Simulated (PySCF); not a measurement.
**SeCl3: changing the method**

Aim: see what other levels and later steps give for SeCl3.

Method: each script names its method and basis; program: PySCF 2.14.0.

4 further runs of the same task are left out: 4 that didn't finish.

## (1) The starting structure

SeCl3: 4 atoms, charge 0, spin multiplicity 2.

Bond lengths: Se1–Cl2 2.134 Å, Se1–Cl3 2.284 Å, Se1–Cl4 2.284 Å. Angles: Cl2–Se1–Cl3 95.7°, Cl2–Se1–Cl4 95.7°, Cl3–Se1–Cl4 148.1°.

## (2) Base script

Contents of input.py:

```python
from pyscf import gto, scf, mp

mol = gto.M(
    atom='Se 0 -0.2614 -0.2869; Cl 0 0.0141 1.8288; Cl 2.1956 0.2902 -0.5868; Cl -2.1956 0.2902 -0.5868',
    basis='6-31g',
    charge=0,
    spin=1,
    verbose=4,
)
mf = scf.UHF(mol)
mf = mf.density_fit(auxbasis='def2-universal-jkfit')
mf.kernel()
mp.MP2(mf).kernel()
mf.dip_moment()
print('orbital energies (hartree):', [e[max(0, n-3):n+3].round(4) for e, n in zip(mf.mo_energy, mol.nelec)])
```

Run with:

```bash
> OMP_NUM_THREADS=1 python input.py
```

## (3) Camb3lyp (UKS)

Edit 1 changes functional: none (Hartree–Fock) → camb3lyp; SCF type: UHF → UKS; step after the SCF: mp2 → analyze.

Contents of input.py:

```python
from pyscf import gto, dft

mol = gto.M(
    atom='Se 0 -0.2614 -0.2869; Cl 0 0.0141 1.8288; Cl 2.1956 0.2902 -0.5868; Cl -2.1956 0.2902 -0.5868',
    basis='6-31g',
    charge=0,
    spin=1,
    verbose=4,
)
mf = dft.UKS(mol, xc='camb3lyp')
mf = mf.density_fit(auxbasis='def2-universal-jkfit')
mf.kernel()
mf.analyze()
print('orbital energies (hartree):', [e[max(0, n-3):n+3].round(4) for e, n in zip(mf.mo_energy, mol.nelec)])
```

## (4) MP2

Edit 2 changes frozen orbitals: none → 24.

Changes to input.py since step 2:

```diff
@@ -12,3 +12,3 @@
 mf.kernel()
-mp.MP2(mf).kernel()
+mp.MP2(mf, frozen=24).kernel()
 mf.dip_moment()
```

What does the calculation give? Wanted: for each run, E(SCF); from base; gap, α spin; SCF dipole; after the SCF.

**Answer**, as computed:

```tsv
run	E(SCF) (hartree)	from base (eV)	cycles	gap, α spin (eV)	SCF dipole (D)	after the SCF
base	-3777.786178	0	18	10.87	1.10	MP2 correlation -9.621 eV
camb3lyp (UKS)	-3781.778286	not comparable	13	6.56	1.10	n/a
MP2	-3777.786178	0.0000	18	10.87	1.10	MP2 correlation -8.573 eV, core frozen
```

A lower total energy from another functional means nothing by itself. The dearest run is “camb3lyp (UKS)”, at 21 s against 5.1 s.
